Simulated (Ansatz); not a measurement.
HPbNO4:

```
H Pb N O
1.0
     6.85877    0.00000    0.00000
     0.00000    4.22865    0.00000
    -3.39101    0.00000    7.27459
H Pb N O
2 2 2 8
Direct
  0.22549 0.75000 0.50730
  0.77451 0.25000 0.49270
  0.30229 0.25000 0.28494
  0.69771 0.75000 0.71506
  0.21484 0.75000 0.83567
  0.78516 0.25000 0.16433
  0.33078 0.75000 0.45338
  0.40909 0.75000 0.86901
  0.15508 0.75000 0.96537
  0.07083 0.75000 0.66955
  0.66922 0.25000 0.54661
  0.59091 0.25000 0.13099
  0.84492 0.25000 0.03463
  0.92917 0.25000 0.33045
```

The cell was built by a generator and needn't be a form met in nature.

* Program: Ansatz 0.2.0
* Task: relaxation of cell and atoms
* Functional: PBEsol
* Potentials or basis: Ansatz PAW
* Cutoff: 420 eV (not typed: the program's choice for these potentials)
* k mesh: 3 × 5 × 3
* Occupations: fermi-dirac, width 0.05 eV
* Spin: no spin polarisation

At the start: volume 15.07 Å³/atom.

How do energy, volume and symmetry change on relaxing?

It ends after 15 steps and the volume is 14.08 Å³/atom (-6.5 %); space group P2_1/m (No. 11, to 0.05 Å).

The path:
```
step  energy change (eV)  largest force (eV/Å)  volume (Å³)
   1              0.0000                0.4105       210.99
   2             -0.1192                0.2126       200.99
   3             -0.1307                0.0342       199.57
   4             -0.1354                0.0576       198.95
   5             -0.1376                0.0359       198.70
   6             -0.1369                0.0339       198.91
   7             -0.1367                0.0218       198.97
   8             -0.1365                0.0170       199.03
   9             -0.1366                0.0097       199.00
  10             -0.1005                0.0103       199.00
  11             -0.1119                0.0348       196.47
  12             -0.1097                0.0156       197.19
  13             -0.1097                0.0111       197.20
  14             -0.1098                0.0034       197.18
  15             -0.1022                0.0040       197.18
```

Final structure:
```
H Pb N O
1.0
     6.73338    0.00000   -0.03216
     0.00000    4.13454    0.00000
    -3.36312    0.00000    7.09880
H Pb N O
2 2 2 8
Direct
  0.22505 0.75000 0.51773
  0.77495 0.25000 0.48227
  0.29672 0.25000 0.28468
  0.70328 0.75000 0.71532
  0.22742 0.75000 0.84037
  0.77258 0.25000 0.15963
  0.32910 0.75000 0.45839
  0.42467 0.75000 0.87488
  0.16766 0.75000 0.97194
  0.07984 0.75000 0.67024
  0.67090 0.25000 0.54161
  0.57533 0.25000 0.12512
  0.83234 0.25000 0.02806
  0.92016 0.25000 0.32976
```

Caveat: the plane-wave basis is chosen anew once the cell has moved, so the energies of steps on either side of that aren't comparable; the pressure holds a Pulay correction of +0.7 GPa for the finite cutoff; the PAW data sets come from PBE, with cores solved anew for the run's functional, which leaves a small shift of forces and pressure.
